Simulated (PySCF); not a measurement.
# C2H7ClO2Si: the cost of one run

Programs: PySCF 2.14.0, with density-fitted response routines of our own. Each step states its level of theory. These are calculated values for one molecule in the gas phase, unless marked as measured. Atoms are numbered from 0 throughout.

### 1 The molecule as given

13 atoms, charge 0, multiplicity 1; geometry from: GFN2-xTB. The atoms were then displaced at random by about 0.01 Å, so the start is not that level's minimum.

Bonds of the start (Å): C0–O1 1.38, O1–Si2 1.61, Si2–Cl3 1.98, Si2–O4 1.62, O4–C5 1.40, C0–H6 1.07, C0–H7 1.12, C0–H8 1.12, Si2–H9 1.47, C5–H10 1.09, C5–H11 1.09, C5–H12 1.07.

### 2 Geometry optimisation at PBE0-D3(BJ)/def2-SVP

What the job is given:

```
{"job": {"xc": "PBE0", "basis": "def2-SVP", "d3": "d3bj", "grid": 1, "shake": 0.01, "kind": "geom"}, "charge": 0, "multiplicity": 1}
C     -2.265360    -0.627160    -0.340960
O     -0.899600    -0.444710    -0.352170
Si    -0.030290     0.911850    -0.279980
Cl    -0.477490     2.197250    -1.723640
O      1.511690     0.530000    -0.616820
C      2.388460    -0.369500    -0.008350
H     -2.496560    -1.601560    -0.723570
H     -2.750650     0.149880    -0.986140
H     -2.674940    -0.498590     0.690560
H     -0.164110     1.556820     1.038070
H      2.621580    -1.163120    -0.715490
H      1.964310    -0.825000     0.892280
H      3.278800     0.166960     0.254620
```

Command:

```
OMP_NUM_THREADS=1 python probes_run.py task.json out
```

The driver reads the jobs from task.json and runs them one after another.

**Question.** How long does this first job take on 1 thread of Arm Neoverse V1, shared host, and how much memory does it need?

About 3.3 min, with a peak of 0.53 GiB.
